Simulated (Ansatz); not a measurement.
# CuHO (triplet): the correlation ladder, def2-QZVPP

One table from this session's results is given with a row withheld; the runs are named, their logs left out.

Computed with Ansatz 0.2.0, Gaussian basis. Level: def2-QZVPP, core rule «outside noble gas», up to 10 orbitals frozen.

To be run: UHF; ROHF; CCSD(T) on UHF.

2 further runs of the same task are left out: 2 set aside as unsound or not needed. Runs told in other sessions of the task aren't counted.

### What is computed

The geometry is a PBE0/def2-TZVP stationary point (not a proven minimum).

3 atoms, charge 0, spin multiplicity 3.

Atoms are counted from 1 here; the program's logs count them from 0.

Bond lengths: Cu1–O2 1.785 Å, O2–H3 0.962 Å. Angles: Cu1–O2–H3 117.6°.

Set-up of the first run:

Contents of in.yaml:

```yaml
crystal:
  periodic: [false, false, false]
  atoms:
    - {symbol: Cu, position_ang: [0.000000, 0.015109, 0.382355]}
    - {symbol: O, position_ang: [0.000000, -0.105079, -1.398874]}
    - {symbol: H, position_ang: [0.000000, 0.715425, -1.900920]}
basis:
  gaussian: {orbitals: "def2-QZVPP.json"}
magnetization: {spin_polarized: true, initial_magnetization: 2}
hamiltonian: {xc: hf}
output: {orbitals: {seedname: orbitals}}
```

Command:

```
ansatz run in.yaml --threads 1 --pin off --events-out ev --progress --plain --max-ram 4096MiB --backend cpu
```

Among the steps run: UHF; ROHF; CCSD(T) on UHF.

One of the session's tables, all rows but one given; the rest of the session is left out.

| method | from UCCSD(T) (meV) |
| --- | --- |
| ROHF | +18773.6 |
| UHF | +18660.9 |
| UMP2 | ? |
| UCCSD | +691.8 |
| UCCSD(T) | 0 |

Estimate the missing values for UMP2.

As computed: from UCCSD(T) (meV): +2.2. In the column «from UCCSD(T) (meV)» it lies between UCCSD(T) (0) and UCCSD (+691.8).
